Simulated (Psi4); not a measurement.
# SiClOF2 (SMILES [O][Si](F)(F)Cl) at UPBE/def2-SVP

What is the vertical doublet–quartet gap of SiClOF2 at UPBE/def2-SVP? The job is set up through an ASE script.

The calculation is run with Psi4 1.11.

8 further runs of the same task are left out: 7 that didn't finish, 1 set aside as unsound or not needed.

## (1) Starting point

The species is SiClOF2 (5 atoms), meant as a doublet with charge 0. As SMILES, `[O][Si](F)(F)Cl`. Geometry: relaxed at PBE0-D4/def2-TZVP.

Bond lengths: O1–Si2 1.641 Å, Si2–F3 1.569 Å, Si2–F4 1.569 Å, Si2–Cl5 2.005 Å. Angles: O1–Si2–F3 112.3°, O1–Si2–F4 112.3°, O1–Si2–Cl5 102.8°, F3–Si2–F4 106.3°, F3–Si2–Cl5 111.7°, F4–Si2–Cl5 111.7°.

## (2) Energy and forces at UPBE/def2-SVP

Input file clf2osi_ase.py:

```python
import numpy as np
from ase.calculators.psi4 import Psi4
from ase import Atoms

atoms = Atoms(['O', 'Si', 'F', 'F', 'Cl'], positions=[
    [-0.173100, 0.048700, 1.622400],
    [0.071000, -0.092200, 0.005600],
    [-0.374600, -1.493300, -0.542700],
    [1.581700, 0.074400, -0.383900],
    [-1.055100, 1.388700, -0.742800],
])
calc = Psi4(atoms=atoms, method='pbe', basis='def2-SVP', memory='2200MB', num_threads=1, charge=0, multiplicity=2, label='calc', reference='uks')
calc.psi4.set_options({'puream': True, 'e_convergence': 1e-09, 'd_convergence': 1e-08, 'scf_type': 'pk', 'dft_radial_points': 99, 'dft_spherical_points': 590, 'maxiter': 100})
atoms.calc = calc

forces = atoms.get_forces()
print(f'energy: {atoms.get_potential_energy():.6f} eV')
print('forces / eV A^-1')
print(np.round(forces, 5))
```

On the command line:

```
$ python clf2osi_ase.py
```

calc.dat:

```text
[...]
  Running in c1 symmetry.
[...]
  Nuclear repulsion =  309.297036644550076
[...]
  Multiplicity = 2
[...]
  Nalpha       = 29
  Nbeta        = 28
[...]
    Number of basis functions: 78
[...]
   @UKS iter   1: -1023.13244510127731    2.55293e-01   1.28732e-02 ADIIS/DIIS
[...]
   @UKS iter  18: -1023.66988233456630   -2.13731e-11   9.44771e-09 DIIS
[...]
   @S^2 Observed:                7.521650750E-01
[...]
    Orbital Energies [Eh]
    ---------------------
    Alpha Occupied:
       1A   -100.687156     2A    -65.535514     3A    -24.288770
       4A    -24.288692     5A    -18.829098     6A     -9.224614
       7A     -7.052628     8A     -7.047127     9A     -7.044603
      10A     -5.179172    11A     -3.595048    12A     -3.594399
      13A     -3.592881    14A     -1.115389    15A     -1.093007
      16A     -0.911172    17A     -0.804018    18A     -0.522418
      19A     -0.462297    20A     -0.455922    21A     -0.432033
      22A     -0.404744    23A     -0.398923    24A     -0.386753
      25A     -0.374820    26A     -0.361437    27A     -0.335212
      28A     -0.329352    29A     -0.307802
    Alpha Virtual:
[...]
  @UKS Final Energy: -1023.66988233456630
   => Energetics <=
    Nuclear Repulsion Energy =            309.2970366445500758
    One-Electron Energy =               -2033.6413777952370765
    Two-Electron Energy =                 778.8484811898761109
    DFT Exchange-Correlation Energy =     -78.1740223737555056
    Empirical Dispersion Energy =           0.0000000000000000
    VV10 Nonlocal Energy =                  0.0000000000000000
    Total Energy =                      -1023.6698823345662959
[...]
 Multipole Moments:
 ------------------------------------------------------------------------------------
     Multipole            Electronic (a.u.)      Nuclear  (a.u.)        Total (a.u.)
 ------------------------------------------------------------------------------------
 L = 1.  Multiply by 2.5417464519 to convert [e a0] to [Debye]
 Dipole X            :          0.3903231           -0.5221094           -0.1317864
 Dipole Y            :         -0.3339756            0.5355367            0.2015612
 Dipole Z            :         -1.5092043            1.1473129           -0.3618915
 Magnitude           :                                                    0.4346953
[...]
  -Total Gradient:
     Atom            X                  Y                   Z
    ------   -----------------  -----------------  -----------------
       1        0.004305310496    -0.004224212821    -0.011341566781
       2        0.008794921737    -0.008827397112    -0.019190082022
       3        0.010689961016     0.030678413316     0.014346272115
       4       -0.033659452944    -0.004758169972     0.010803510736
       5        0.009899702717    -0.012889094281     0.005261658803
[...]
```

On the terminal:

```text
energy: -27855.476330 eV
forces / eV A^-1
[[-0.22139  0.21722  0.58321]
 [-0.45225  0.45392  0.98679]
 [-0.5497  -1.57755 -0.73771]
 [ 1.73084  0.24467 -0.55554]
 [-0.50906  0.66278 -0.27057]]
```

Wall time 22 s (1 thread of AMD EPYC 7R43 (Zen 3), shared host); peak memory 0.76 GiB.

## (3) The quartet at the same level

Input file clf2osi_ase.py:

```python
import numpy as np
from ase.calculators.psi4 import Psi4
from ase import Atoms

a = Atoms(['O', 'Si', 'F', 'F', 'Cl'], positions=[
    [-0.173100, 0.048700, 1.622400],
    [0.071000, -0.092200, 0.005600],
    [-0.374600, -1.493300, -0.542700],
    [1.581700, 0.074400, -0.383900],
    [-1.055100, 1.388700, -0.742800],
])
calc = Psi4(atoms=a, method='pbe', basis='def2-SVP', memory='2200MB', num_threads=1, charge=0, multiplicity=4, label='psi4-calc', reference='uks')
calc.psi4.set_options({'puream': True, 'e_convergence': 1e-09, 'd_convergence': 1e-08, 'scf_type': 'pk', 'dft_radial_points': 99, 'dft_spherical_points': 590, 'maxiter': 100})
a.calc = calc

forces = a.get_forces()
print(f'energy: {a.get_potential_energy():.6f} eV')
print('forces / eV A^-1')
print(np.round(forces, 5))
```

On the command line:

```
$ python clf2osi_ase.py
```

psi4-calc.dat, cut to the lines that bear on the results:

```text
[...]
  Running in c1 symmetry.
[...]
  Nuclear repulsion =  309.297036644550076
[...]
  Multiplicity = 4
[...]
  Nalpha       = 30
  Nbeta        = 27
[...]
    Number of basis functions: 78
[...]
   @UKS iter   1: -1022.49300494386637    8.94733e-01   1.50820e-02 ADIIS/DIIS
[...]
   @UKS iter  25: -1023.37370051579819   -1.13687e-12   4.12334e-09 DIIS
[...]
   @S^2 Observed:                3.754082925E+00
[...]
  @UKS Final Energy: -1023.37370051579819
   => Energetics <=
    Nuclear Repulsion Energy =            309.2970366445500758
    One-Electron Energy =               -2033.2523054407126892
    Two-Electron Energy =                 778.7104502083216175
    DFT Exchange-Correlation Energy =     -78.1288819279570674
    Empirical Dispersion Energy =           0.0000000000000000
    VV10 Nonlocal Energy =                  0.0000000000000000
    Total Energy =                      -1023.3737005157981912
[...]
 Multipole Moments:
 ------------------------------------------------------------------------------------
     Multipole            Electronic (a.u.)      Nuclear  (a.u.)        Total (a.u.)
 ------------------------------------------------------------------------------------
 L = 1.  Multiply by 2.5417464519 to convert [e a0] to [Debye]
 Dipole X            :          0.0525846           -0.5221094           -0.4695248
 Dipole Y            :          0.0378596            0.5355367            0.5733964
 Dipole Z            :         -1.0212418            1.1473129            0.1260710
 Magnitude           :                                                    0.7517519
[...]
  -Total Gradient:
     Atom            X                  Y                   Z
    ------   -----------------  -----------------  -----------------
       1        0.019145327315    -0.014081016625    -0.096890241635
       2       -0.032666588164     0.037345529284     0.035344515100
       3        0.022724981198     0.076958369781     0.019218368808
       4       -0.081668035661    -0.006603856202     0.010791256906
       5        0.072496248715    -0.093641023306     0.031414132937
[...]
```

On the terminal:

```text
energy: -27847.416812 eV
forces / eV A^-1
[[-0.98449  0.72407  4.9823 ]
 [ 1.67978 -1.92038 -1.81749]
 [-1.16857 -3.95736 -0.98825]
 [ 4.19954  0.33958 -0.55491]
 [-3.72791  4.81521 -1.61538]]
```

Run time: 30 s. Hardware: 1 thread of AMD EPYC 7R43 (Zen 3), shared host; peak memory 0.76 GiB.

## (4) Results

Level: UPBE/def2-SVP.

```
                                        quantity           value
                           doublet: total energy  -1023.66988 Eh
                          doublet: dipole moment          1.10 D
     doublet: HOMO energy (highest over α and β)        -7.89 eV
      doublet: LUMO energy (lowest over α and β)        -7.13 eV
                                   doublet: ⟨S²⟩           0.752
               doublet: largest force on an atom      1.834 eV/Å
                           quartet: total energy  -1023.37370 Eh
                          quartet: dipole moment          1.91 D
     quartet: HOMO energy (highest over α and β)        -0.53 eV
                                   quartet: ⟨S²⟩           3.754
               quartet: largest force on an atom      6.300 eV/Å
vertical energy of the quartet above the doublet        8.060 eV
```

**Reading.** At this shape the quartet lies 8.06 eV (186 kcal/mol) above the doublet. The largest force (doublet) is 1.83 eV/Å: the shape isn't a stationary point for this species at this level.
